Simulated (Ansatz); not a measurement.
# C₂H₈ClNOSi: geometry optimisation

What shape does C₂H₈ClNOSi take? The plan is to relax it.

Computed with Ansatz 0.2.0, Gaussian basis. Level: RKS PBE0-D4/def2-TZVP.

Levels to be run: relaxation at PBE0-D4/def2-TZVP.

1 further run of the same task is left out (set aside as unsound or not needed).

## Step 1: Starting geometry

SMILES `CO[Si](C)(N)Cl`, 14 atoms, charge 0, spin multiplicity 1.

Atoms are counted from 1 here; the program's logs count them from 0.

Bond lengths: C1–O2 1.402 Å, C1–H7 1.091 Å, C1–H8 1.092 Å, C1–H9 1.092 Å, O2–Si3 1.621 Å, Si3–C4 1.894 Å, Si3–N5 1.728 Å, Si3–Cl6 2.029 Å, C4–H10 1.085 Å, C4–H11 1.085 Å, C4–H12 1.085 Å, N5–H13 1.007 Å, N5–H14 1.007 Å. Angles: O2–C1–H7 107.6°, O2–C1–H8 110.4°, O2–C1–H9 110.8°, H7–C1–H8 109.6°, H7–C1–H9 109.6°, H8–C1–H9 108.8°, C1–O2–Si3 128.9°, O2–Si3–C4 103.1°, O2–Si3–N5 110.4°, O2–Si3–Cl6 111.2°, C4–Si3–N5 118.0°, C4–Si3–Cl6 111.0°, N5–Si3–Cl6 103.4°, Si3–C4–H10 111.9°, Si3–C4–H11 111.0°, Si3–C4–H12 110.7°, H10–C4–H11 107.6°, H10–C4–H12 107.7° and more.

As a file:

| atom | x (Å) | y (Å) | z (Å) |
| --- | --- | --- | --- |
| C1 | -0.22648 | -2.25697 | -0.01322 |
| O2 | -0.10950 | -0.97041 | -0.55889 |
| Si3 | 0.31159 | 0.41232 | 0.17540 |
| C4 | 0.44274 | 1.63793 | -1.26240 |
| N5 | -0.79376 | 0.77702 | 1.45234 |
| Cl6 | 2.09051 | 0.22356 | 1.13354 |
| H7 | -0.34915 | -2.95674 | -0.84078 |
| H8 | -1.09518 | -2.31329 | 0.64631 |
| H9 | 0.66655 | -2.51901 | 0.55796 |
| H10 | 1.13980 | 1.29796 | -2.02108 |
| H11 | -0.52037 | 1.78001 | -1.74136 |
| H12 | 0.78404 | 2.60630 | -0.91028 |
| H13 | -0.56058 | 1.48276 | 2.13106 |
| H14 | -1.78021 | 0.79857 | 1.25139 |

The start is a GFN2-xTB geometry.

## Step 2: Relaxation at PBE0-D4/def2-TZVP

in.yaml reads:

```yaml
crystal:
  periodic: [false, false, false]
  atoms:
    - {symbol: C, position_ang: [-0.226480, -2.256970, -0.013220]}
    - {symbol: O, position_ang: [-0.109500, -0.970410, -0.558890]}
    - {symbol: Si, position_ang: [0.311590, 0.412320, 0.175400]}
    - {symbol: C, position_ang: [0.442740, 1.637930, -1.262400]}
    - {symbol: N, position_ang: [-0.793760, 0.777020, 1.452340]}
    - {symbol: Cl, position_ang: [2.090510, 0.223560, 1.133540]}
    - {symbol: H, position_ang: [-0.349150, -2.956740, -0.840780]}
    - {symbol: H, position_ang: [-1.095180, -2.313290, 0.646310]}
    - {symbol: H, position_ang: [0.666550, -2.519010, 0.557960]}
    - {symbol: H, position_ang: [1.139800, 1.297960, -2.021080]}
    - {symbol: H, position_ang: [-0.520370, 1.780010, -1.741360]}
    - {symbol: H, position_ang: [0.784040, 2.606300, -0.910280]}
    - {symbol: H, position_ang: [-0.560580, 1.482760, 2.131060]}
    - {symbol: H, position_ang: [-1.780210, 0.798570, 1.251390]}
basis:
  gaussian: {orbitals: def2-TZVP}
hamiltonian: {xc: pbe0, dispersion: d4}
relax: {f_tol: 0.005, max_steps: 150}
```

Launch:

```bash
ansatz run in.yaml --threads 2 --pin off --events-out ev --progress --plain --max-ram 22528MiB --backend cuda --devices 0, --max-vram 18GiB
```

Q: Predict the results of all the runs planned. Wanted: point group; shift from the start; total energy; dispersion term; dipole moment.

The runs gave:

| quantity | value |
| --- | --- |
| point group | C1 |
| steps | 18 |
| shift from the start (rms) | 0.215 Å |
| total energy | -26135.1451 eV |
| dispersion term | -300 meV |
| dipole moment | 2.22 D |

The relaxed geometry lies 0.21 Å (rms) from the start; the bond that changed most is Si3–C4, from 1.894 to 1.846 Å. No vibrations were run, so it is not proven to be a minimum. The largest Mulliken charge, +0.63 e, sits on Si3.
